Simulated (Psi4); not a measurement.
# GaNH4 (GaH2(NH2)) at 5 levels

Aim: a comparison of 5 runs (HF/STO-3G, HF/3-21G, HF/pcseg-2, wB97X-D3(BJ)/STO-6G, B3LYP/6-31G*) of GaNH4 (GaH2(NH2)). 

The results are computed with Psi4 1.11.

3 further runs of the same task are left out: 1 that didn't finish, 2 set aside as unsound or not needed.

**1. Starting point**

The species is GaNH4 (6 atoms), meant as a singlet with charge 0. SMILES: `[H][Ga]([H])[NH2]`. The shape comes from GFN2-xTB, which is rough for such elements, and wasn't checked as a minimum.

Bond lengths: Ga1–N4 1.802 Å, Ga1–H2 1.547 Å, Ga1–H3 1.547 Å, N4–H5 1.013 Å, N4–H6 1.014 Å. Angles: Ga1–N4–H5 125.6°, Ga1–N4–H6 126.0°, H2–Ga1–N4 119.2°, H3–Ga1–N4 119.0°, H5–N4–H6 108.4°, H2–Ga1–H3 121.8°.

**2. Energy and forces at HF/STO-3G (run 1)**

input.dat reads:

```
memory 1.6 GB

molecule mol {
  0 1
  Ga     0.424050     0.733460     0.007650
  H      1.890040     0.754090     0.501460
  H     -0.291350     2.018260    -0.474150
  N     -0.478200    -0.825800    -0.001250
  H     -1.435720    -0.951110    -0.308080
  H     -0.108820    -1.728900     0.274370
  symmetry c1
  no_reorient
  no_com
}

set basis STO-3G
set puream true
set e_convergence 1e-09
set d_convergence 1e-08
set scf_type pk

e_tot, wfn = gradient('scf', return_wfn=True)
```

Launch:

```sh
psi4 -n 1 input.dat output.dat
```

output.dat:

```text
[...]
  Running in c1 symmetry.
[...]
  Nuclear repulsion =  108.906552615978455
[...]
  Multiplicity = 1
[...]
  Nalpha       = 21
  Nbeta        = 21
[...]
    Number of basis functions: 27
[...]
   @RHF iter   1: -1956.13755126067304   -2.87427e+00   3.30360e-02 DIIS/ADIIS
[...]
   @RHF iter  17: -1956.95469093036240    1.36424e-12   4.77395e-09 DIIS
[...]
    Orbital Energies [Eh]
    ---------------------
    Doubly Occupied:
       1A   -374.596929     2A    -46.667633     3A    -41.888952
       4A    -41.885161     5A    -41.883341     6A    -15.255456
       7A     -5.753864     8A     -3.901737     9A     -3.896271
      10A     -3.895481    11A     -1.034074    12A     -0.568256
      13A     -0.553178    14A     -0.441483    15A     -0.391963
      16A     -0.328758    17A     -0.310272    18A     -0.289130
      19A     -0.284550    20A     -0.275423    21A     -0.264756
[...]
  @RHF Final Energy: -1956.95469093036240
   => Energetics <=
    Nuclear Repulsion Energy =            108.9065526159784554
    One-Electron Energy =               -2962.9891491923208378
    Two-Electron Energy =                 897.1279056459801495
    Total Energy =                      -1956.9546909303621760
[...]
 Multipole Moments:
 ------------------------------------------------------------------------------------
     Multipole            Electronic (a.u.)      Nuclear  (a.u.)        Total (a.u.)
 ------------------------------------------------------------------------------------
 L = 1.  Multiply by 2.5417464519 to convert [e a0] to [Debye]
 Dipole X            :        -18.8210550           18.6181487           -0.2029063
 Dipole Y            :        -32.5772173           32.2179407           -0.3592765
 Dipole Z            :         -0.4351834            0.4195192           -0.0156642
 Magnitude           :                                                    0.4129116
[...]
  -Total Gradient:
     Atom            X                  Y                   Z
    ------   -----------------  -----------------  -----------------
       1        0.030233333933     0.052309170666     0.000018776018
       2        0.052063315870     0.002875635851     0.017197353962
       3       -0.023521374133     0.046707781555    -0.016769411950
       4       -0.059397791956    -0.101867524764    -0.000390711043
       5        0.004683102499    -0.002152217099     0.001945406979
       6       -0.004060586291     0.002127153906    -0.002001413967
[...]
```

Wall time 3.3 s (1 thread of AMD EPYC 7R43 (Zen 3), shared host); peak memory 0.19 GiB.

**3. Energy and gradient at HF/3-21G (run 2)**

gah4n.inp reads:

```
memory 1.6 GB

molecule m {
  Ga
  H 1 R2
  H 1 R3 2 A3
  N 1 R4 2 A4 3 D4
  H 4 R5 1 A5 2 D5
  H 4 R6 5 A6 1 D6

  R2 = 1.547062
  R3 = 1.547462
  A3 = 121.76168
  R4 = 1.801507
  A4 = 119.18979
  D4 = -179.7491
  R5 = 1.013258
  A5 = 125.57846
  D5 = -179.63535
  R6 = 1.013902
  A6 = 108.44758
  D6 = -178.4638
  units angstrom
  symmetry c1
  no_reorient
  no_com
}

set basis 3-21G
set reference rhf
set puream true
set e_convergence 1e-09
set d_convergence 1e-08
set scf_type pk

energy_value, wavefunction = gradient('hf', return_wfn=True)
oeprop(wavefunction, 'QUADRUPOLE', 'WIBERG_LOWDIN_INDICES', 'LOWDIN_CHARGES', title='HF')
```

Launch:

```sh
psi4 -i gah4n.inp -o gah4n.out -n 1
```

gah4n.out:

```text
[...]
  Running in c1 symmetry.
[...]
  Nuclear repulsion =  108.906538278107263
[...]
  Multiplicity = 1
[...]
  Nalpha       = 21
  Nbeta        = 21
[...]
    Number of basis functions: 39
[...]
   @RHF iter   1: -1969.80793266624573   -4.23758e+00   2.03648e-02 ADIIS/DIIS
[...]
   @RHF iter  10: -1970.31373525904996   -9.09495e-12   6.71868e-09 DIIS
[...]
  @RHF Final Energy: -1970.31373525904996
   => Energetics <=
    Nuclear Repulsion Energy =            108.9065382781072628
    One-Electron Energy =               -2968.2507795936085131
    Two-Electron Energy =                 889.0305060564513724
    Total Energy =                      -1970.3137352590497358
[...]
  -Total Gradient:
     Atom            X                  Y                   Z
    ------   -----------------  -----------------  -----------------
       1        0.000413330422     0.017458890429     0.009744413351
       2       -0.000102313603     0.001278138664    -0.009170271931
       3       -0.000000701492    -0.007053200174     0.005843265501
       4       -0.001297448843     0.004291595222     0.002080322265
       5        0.000366721597    -0.004981451686    -0.009015611107
       6        0.000620411918    -0.010993972423     0.000517881920
[...]
 Multipole Moments:
 ------------------------------------------------------------------------------------
     Multipole            Electronic (a.u.)      Nuclear  (a.u.)        Total (a.u.)
 ------------------------------------------------------------------------------------
 L = 1.  Multiply by 2.5417464519 to convert [e a0] to [Debye]
 Dipole X            :          0.0167229            0.0042040            0.0209269
 Dipole Y            :          3.0365479           -3.4799341           -0.4433862
 Dipole Z            :          1.7024832           -1.9504753           -0.2479920
 Magnitude           :                                                    0.5084578
 L = 2.  Multiply by 1.3450342976 to convert [e a0^2] to [Debye ang]
 Quadrupole XX       :        -17.1263859            0.0013939          -17.1249920
 Quadrupole XY       :         -0.2211098            0.1493851           -0.0717247
[...]
```

It took 4.5 s on 1 thread of AMD EPYC 7R43 (Zen 3), shared host; peak memory 0.19 GiB.

Run 3 isn't shown in full; the table further down has it.

**4. The energy at wB97X-D3(BJ)/STO-6G (density fitting) (run 4)**

job.json reads:

```json
{
 "schema_name": "qcschema_input",
 "schema_version": 1,
 "molecule": {
  "schema_name": "qcschema_molecule",
  "schema_version": 2,
  "symbols": ["Ga", "H", "H", "N", "H", "H"],
  "geometry": [0.80133836, 1.38603852, 0.0144564, 3.57165796, 1.42502357, 0.94762206, -0.55057171, 3.81395865, -0.89601364, -0.90366703, -1.56053583, -0.00236216, -2.71311759, -1.79733741, -0.58218682, -0.20564, -3.2671475, 0.51848416],
  "molecular_charge": 0,
  "molecular_multiplicity": 1
 },
 "driver": "energy",
 "model": {
  "method": "wb97x-d3bj",
  "basis": "STO-6G"
 },
 "keywords": {
  "scf_type": "df"
 }
}
```

Launch:

```sh
psi4 --qcschema job.json -n 1 --memory 1600MB
```

stdout:

```text
[...]
  Running in c1 symmetry.
[...]
  Nuclear repulsion =  108.906552836141557
[...]
  Multiplicity = 1
[...]
  Nalpha       = 21
  Nbeta        = 21
[...]
    Number of basis functions: 27
[...]
   @DF-RKS iter   1: -1969.96640346597837   -1.88528e+00   3.62635e-02 DIIS/ADIIS
[...]
   @DF-RKS iter  14: -1971.01385371513470   -1.05757e-07   7.50126e-07 DIIS
[...]
    Orbital Energies [Eh]
    ---------------------
    Doubly Occupied:
       1A   -372.526180     2A    -44.168304     3A    -40.545641
       4A    -40.543024     5A    -40.533040     6A    -14.383525
       7A     -4.926744     8A     -3.475963     9A     -3.468705
      10A     -3.452405    11A     -0.924836    12A     -0.551809
      13A     -0.534044    14A     -0.431521    15A     -0.376081
      16A     -0.296555    17A     -0.200486    18A     -0.185090
      19A     -0.184991    20A     -0.177737    21A     -0.174824
[...]
  @DF-RKS Final Energy: -1971.01385371513470
   => Energetics <=
    Nuclear Repulsion Energy =            108.9065528361415573
    One-Electron Energy =               -2971.3545812240913619
    Two-Electron Energy =                 956.3724041274513183
    DFT Exchange-Correlation Energy =     -64.9308525091710749
    Empirical Dispersion Energy =          -0.0073769454652663
    VV10 Nonlocal Energy =                  0.0000000000000000
    Total Energy =                      -1971.0138537151347009
[...]
 Multipole Moments:
 ------------------------------------------------------------------------------------
     Multipole            Electronic (a.u.)      Nuclear  (a.u.)        Total (a.u.)
 ------------------------------------------------------------------------------------
 L = 1.  Multiply by 2.5417464519 to convert [e a0] to [Debye]
 Dipole X            :          1.6122748           -1.9963096           -0.3840348
 Dipole Y            :          2.7836986           -3.4536159           -0.6699172
 Dipole Z            :          0.0243023           -0.0398680           -0.0155656
 Magnitude           :                                                    0.7723432
[...]
```

The result, in JSON:

```text
{
 "driver": "energy",
 "model": {
  "method": "wb97x-d3bj",
  "basis": "STO-6G"
 },
 "success": true,
 "return_result": -1971.0138537151347,
 "properties": {
  "calcinfo_nbasis": 27,
  "calcinfo_nmo": 27,
  "calcinfo_nalpha": 21,
  "calcinfo_nbeta": 21,
  "calcinfo_natom": 6,
  "nuclear_repulsion_energy": 108.90655283614156,
  "return_energy": -1971.0138537151347,
  "scf_one_electron_energy": -2971.3545812240914,
  "scf_two_electron_energy": 956.3724041274513,
  "scf_xc_energy": -64.93085250917107,
  "scf_dispersion_correction_energy": -0.007376945465266332,
  "scf_dipole_moment": [-0.3840347630863348, -0.6699172319278199, -0.01556562259398725],
  "scf_total_energy": -1971.0138537151347,
  "scf_iterations": 14
 }
}
```

Run time: 11 s. Hardware: 1 thread of AMD EPYC 7R43 (Zen 3), shared host; peak memory 0.3 GiB.

**5. A single-point energy at B3LYP/6-31G(d) (spherical functions) (run 5)**

input.json reads:

```json
{
 "schema_name": "qcschema_input",
 "schema_version": 1,
 "molecule": {
  "schema_name": "qcschema_molecule",
  "schema_version": 2,
  "symbols": ["Ga", "H", "H", "N", "H", "H"],
  "geometry": [0.80133836, 1.38603852, 0.0144564, 3.57165796, 1.42502357, 0.94762206, -0.55057171, 3.81395865, -0.89601364, -0.90366703, -1.56053583, -0.00236216, -2.71311759, -1.79733741, -0.58218682, -0.20564, -3.2671475, 0.51848416],
  "molecular_charge": 0,
  "molecular_multiplicity": 1,
  "fix_symmetry": "c1"
 },
 "driver": "energy",
 "model": {
  "method": "b3lyp",
  "basis": "6-31G*"
 },
 "keywords": {
  "puream": true,
  "e_convergence": 1e-09,
  "d_convergence": 1e-08,
  "scf_type": "pk",
  "dft_radial_points": 99,
  "dft_spherical_points": 590
 }
}
```

Launch:

```sh
psi4 --qcschema input.json -n 1 --memory 1600MB
```

stdout:

```text
[...]
  Running in c1 symmetry.
[...]
  Nuclear repulsion =  108.906552836141557
[...]
  Multiplicity = 1
[...]
  Nalpha       = 21
  Nbeta        = 21
[...]
    Number of basis functions: 54
[...]
   @RKS iter   1: -1979.78560396128955   -1.54585e+00   5.51621e-02 DIIS/ADIIS
[...]
   @RKS iter  12: -1981.77661312884629   -2.50111e-12   2.50839e-09 DIIS
[...]
    Orbital Energies [Eh]
    ---------------------
    Doubly Occupied:
       1A   -372.545867     2A    -45.940577     3A    -40.697510
       4A    -40.694078     5A    -40.693520     6A    -14.311553
       7A     -5.510827     8A     -3.797870     9A     -3.789600
      10A     -3.789302    11A     -0.858278    12A     -0.828713
      13A     -0.826116    14A     -0.825464    15A     -0.824393
      16A     -0.796964    17A     -0.474206    18A     -0.467891
      19A     -0.349307    20A     -0.298762    21A     -0.257228
[...]
  @RKS Final Energy: -1981.77661312884629
   => Energetics <=
    Nuclear Repulsion Energy =            108.9065528361415573
    One-Electron Energy =               -2976.8711891033713073
    Two-Electron Energy =                 953.3845244764960398
    DFT Exchange-Correlation Energy =     -67.1965013381125971
    Empirical Dispersion Energy =           0.0000000000000000
    VV10 Nonlocal Energy =                  0.0000000000000000
    Total Energy =                      -1981.7766131288460656
[...]
 Multipole Moments:
 ------------------------------------------------------------------------------------
     Multipole            Electronic (a.u.)      Nuclear  (a.u.)        Total (a.u.)
 ------------------------------------------------------------------------------------
 L = 1.  Multiply by 2.5417464519 to convert [e a0] to [Debye]
 Dipole X            :          1.7223571           -1.9963096           -0.2739525
 Dipole Y            :          2.9687710           -3.4536159           -0.4848448
 Dipole Z            :          0.0212434           -0.0398680           -0.0186246
 Magnitude           :                                                    0.5571996
[...]
```

The result, in JSON:

```text
{
 "driver": "energy",
 "model": {
  "method": "b3lyp",
  "basis": "6-31G*"
 },
 "success": true,
 "return_result": -1981.7766131288463,
 "properties": {
  "calcinfo_nbasis": 54,
  "calcinfo_nmo": 54,
  "calcinfo_nalpha": 21,
  "calcinfo_nbeta": 21,
  "calcinfo_natom": 6,
  "nuclear_repulsion_energy": 108.90655283614156,
  "return_energy": -1981.7766131288463,
  "scf_one_electron_energy": -2976.8711891033713,
  "scf_two_electron_energy": 953.384524476496,
  "scf_xc_energy": -67.1965013381126,
  "scf_dipole_moment": [-0.2739524605226977, -0.484844839710485, -0.018624592670133854],
  "scf_total_energy": -1981.7766131288463,
  "scf_iterations": 12
 }
}
```

Run time: 14 s. Hardware: 1 thread of AMD EPYC 7R43 (Zen 3), shared host; peak memory 0.69 GiB.

**6. Overview of the runs**

```tsv
run	level	task	integrals	energy (Eh)	dipole moment (D)	HOMO energy (eV)	LUMO energy (eV)	wall time
1	HF/STO-3G	gradient	pk	-1956.954691	1.05	-7.20	6.02	3.3 s
2	HF/3-21G	gradient	pk	-1970.313735	1.29	-10.42	2.19	4.5 s
3	HF/pcseg-2	energy	pk	-1980.062486	0.88	-10.78	1.63	14 s
4	wB97X-D3(BJ)/STO-6G (density fitting)	energy	df	-1971.013854	1.96	-4.76	3.92	11 s
5	B3LYP/6-31G* (spherical functions)	energy	pk	-1981.776613	1.42	-7.00	-0.83	14 s
```

**7. Outcome**

| quantity | value |
| --- | --- |
| run 5: total energy | -1981.77661 Eh |
| run 5: dipole moment | 1.42 D |
| run 5: HOMO energy | -7.00 eV |
| run 5: LUMO energy | -0.83 eV |
| run 5: HOMO–LUMO gap | 6.16 eV |

**Reading.** The dipole moment (its size) runs from 0.88 D (HF/pcseg-2) to 1.96 D (wB97X-D3(BJ)/STO-6G). The two ends differ in method and basis. The HOMO–LUMO gap runs from 6.16 eV (B3LYP/6-31G*) to 13.23 eV (HF/STO-3G). Totals of different functionals can't be ranked against each other. In runs 1, 4 the basis is minimal, so the values are rough. All runs together took 47 s, the longest 14 s.
